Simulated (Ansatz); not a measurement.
# C₃H₇FZn: basis-set convergence

An exercise on one series of results from a longer session: the logs are not shown, and one member is left open.

Computed with Ansatz 0.2.0, Gaussian basis. Level: one geometry, several basis sets.

Plan: PBE0-D4/def2-SVP; ωB97M-V/def2-SVP; PBE0-D4/def2-QZVPP; ωB97M-V/def2-QZVPP; the functionals' def2-TZVPP values are taken from earlier runs.

## The geometry

The geometry comes from an earlier relaxation with PBE0-D4 in a triple-zeta def2 set; it is a stationary point, not always the lowest conformer.

12 atoms, charge 0, spin multiplicity 1.

Atoms are counted from 1 here; the program's logs count them from 0.

Bond lengths: C1–C2 1.525 Å, C1–H6 1.093 Å, C1–H7 1.094 Å, C1–H8 1.097 Å, C2–C3 1.525 Å, C2–Zn4 1.942 Å, C2–H9 1.096 Å, C3–H10 1.093 Å, C3–H11 1.094 Å, C3–H12 1.097 Å, Zn4–F5 1.759 Å. Angles: C2–C1–H6 112.6°, C2–C1–H7 111.9°, C2–C1–H8 110.4°, H6–C1–H7 107.5°, H6–C1–H8 107.3°, H7–C1–H8 106.8°, C1–C2–C3 111.3°, C1–C2–Zn4 112.1°, C1–C2–H9 108.2°, C3–C2–Zn4 112.1°, C3–C2–H9 108.2°, Zn4–C2–H9 104.6°, C2–C3–H10 112.6°, C2–C3–H11 111.9°, C2–C3–H12 110.4°, H10–C3–H11 107.5°, H10–C3–H12 107.3°, H11–C3–H12 106.8° and more.

Coordinates:

```xyz
12

C    -1.2273   -0.4724    0.4512
C     0.0750    0.3048    0.2879
C     1.2500   -0.6330    0.0301
Zn   -0.0662    1.6871   -1.0686
F    -0.1937    2.9413   -2.2949
H    -2.0726    0.1727    0.7025
H    -1.4912   -1.0219   -0.4569
H    -1.1314   -1.2137    1.2548
H     0.2687    0.8496    1.2194
H     2.2048   -0.1046   -0.0247
H     1.1291   -1.1917   -0.9025
H     1.3316   -1.3734    0.8360
```

Set-up of the first run:

in.yaml reads:

```yaml
crystal:
  periodic: [false, false, false]
  atoms:
    - {symbol: C, position_ang: [-1.227282, -0.472432, 0.451250]}
    - {symbol: C, position_ang: [0.074977, 0.304768, 0.287858]}
    - {symbol: C, position_ang: [1.249976, -0.633043, 0.030051]}
    - {symbol: Zn, position_ang: [-0.066183, 1.687135, -1.068642]}
    - {symbol: F, position_ang: [-0.193714, 2.941278, -2.294907]}
    - {symbol: H, position_ang: [-2.072613, 0.172743, 0.702478]}
    - {symbol: H, position_ang: [-1.491206, -1.021883, -0.456933]}
    - {symbol: H, position_ang: [-1.131391, -1.213701, 1.254768]}
    - {symbol: H, position_ang: [0.268689, 0.849576, 1.219427]}
    - {symbol: H, position_ang: [2.204796, -0.104586, -0.024732]}
    - {symbol: H, position_ang: [1.129121, -1.191733, -0.902476]}
    - {symbol: H, position_ang: [1.331629, -1.373422, 0.835959]}
basis:
  gaussian: {orbitals: def2-SVP}
hamiltonian: {xc: pbe0, dispersion: d4}
output: {orbitals: {seedname: orbitals}}
```

Started as:

```bash
$ ansatz run in.yaml --threads 8 --pin off --events-out ev --progress --plain --max-ram 18278MiB
```

Steps of the session up to this table: PBE0-D4 in def2-SVP; ωB97M-V in def2-SVP; PBE0-D4 in def2-QZVPP; ωB97M-V in def2-QZVPP.

One of the session's tables, all rows but one given; the rest of the session is left out.

It belongs to the step «Density functionals: the series». 

```
functional       basis  HOMO (eV)
   PBE0-D4    def2-SVP          ?
   PBE0-D4  def2-TZVPP      -7.66
   PBE0-D4  def2-QZVPP      -7.64
   ωB97M-V    def2-SVP      -9.65
   ωB97M-V  def2-TZVPP      -9.85
   ωB97M-V  def2-QZVPP      -9.83
```

Estimate the missing values for PBE0-D4, def2-SVP.

**Answer.** HOMO (eV): -7.49. In the column «HOMO (eV)» it is the highest.
